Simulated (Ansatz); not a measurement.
# SiAsH3 (triplet): from Hartree-Fock to the top rungs, cc-pVTZ

An exercise on one series of results from a longer session: the logs are not shown, and one member is left open.

Program: Ansatz 0.2.0, Gaussian basis. Level of theory: cc-pVTZ, core rule «outside noble gas», up to 19 orbitals frozen. These are calculated values, not measurements.

The runs, in order: UHF; CCSD(T) on ROHF; CCSD(T) on UHF; BCCD(T) on ROHF; CCSDT(Q) on ROHF; CCSDT(Q) on UHF; CASSCF and NEVPT2, 12 electrons in 11 orbitals.

7 further runs of the same task are left out: 1 for a known fault of the program, 6 set aside as unsound or not needed.

## What is computed

The geometry is a PBE0/def2-TZVP stationary point (not a proven minimum). No spin-orbit coupling is included. The filled d shell of As may be among the frozen orbitals whatever the setting's name suggests; the logs give the count.

5 atoms, charge 0, spin multiplicity 3.

Atoms are counted from 1 here; the program's logs count them from 0.

Bond lengths: Si1–As2 2.357 Å, Si1–H3 1.488 Å, Si1–H4 1.488 Å, Si1–H5 1.488 Å. Angles: As2–Si1–H3 110.3°, As2–Si1–H4 110.3°, As2–Si1–H5 110.3°, H3–Si1–H4 108.7°, H3–Si1–H5 108.7°, H4–Si1–H5 108.7°.

Geometry (Å):

```xyz
5
AsH3Si
Si   -1.65054   -0.01152    0.00413
As    0.70616    0.00493   -0.00177
H    -2.17595    1.38115    0.00751
H    -2.15830   -0.71504    1.21360
H    -2.16438   -0.71146   -1.20486
```

The first run:

The input, in.yaml:

```yaml
crystal:
  periodic: [false, false, false]
  atoms:
    - {symbol: Si, position_ang: [-1.650542, -0.011519, 0.004128]}
    - {symbol: As, position_ang: [0.706158, 0.004928, -0.001766]}
    - {symbol: H, position_ang: [-2.175948, 1.381149, 0.007507]}
    - {symbol: H, position_ang: [-2.158302, -0.715039, 1.213602]}
    - {symbol: H, position_ang: [-2.164376, -0.711463, -1.204855]}
basis:
  gaussian: {orbitals: cc-pVTZ}
magnetization: {spin_polarized: true, initial_magnetization: 2}
hamiltonian: {xc: hf}
output: {orbitals: {seedname: orbitals}}
```

Started as:

```console
$ ansatz run in.yaml --threads 1 --pin off --events-out ev --progress --plain --max-ram 4096MiB --backend cpu
```

Steps of the session up to this table: UHF; CCSD(T) on ROHF; CCSD(T) on UHF; BCCD(T) on ROHF; CCSDT(Q) on ROHF; CCSDT(Q) on UHF; CASSCF and NEVPT2, 12 electrons in 11 orbitals.

One table of the session follows, with a row left open; its other results are not shown here.

```
        method  from UCCSDT(Q) (meV)
          ROHF                     ?
           UHF               +7271.5
          RMP2               +1363.2
          UMP2               +1387.0
         RCCSD                +307.7
         UCCSD                +293.9
      RCCSD(T)                 +57.0
      UCCSD(T)                 +48.5
       BCCD(T)                 +56.0
        RCCSDT                 +19.2
        UCCSDT                  +9.8
     RCCSDT(Q)                  +9.5
     UCCSDT(Q)                     0
CASSCF valence               +5755.5
NEVPT2 valence               +1556.9
```

Q: Estimate the row for ROHF from the others.

The run gave: from UCCSDT(Q) (meV): +7428.2. In the column «from UCCSDT(Q) (meV)» it is the highest.

With the free atoms at the same levels and basis (separate runs), the atomisation energy is 11.904 eV at UCCSDT(Q), 11.907 eV at RCCSD(T), 11.895 eV at UCCSD(T), 9.161 eV at ROHF.

To keep in mind: Restricted and unrestricted rows rest on different reference determinants; where their highest levels disagree by more than a few hundredths of an eV, they describe different states and don't form one ladder.
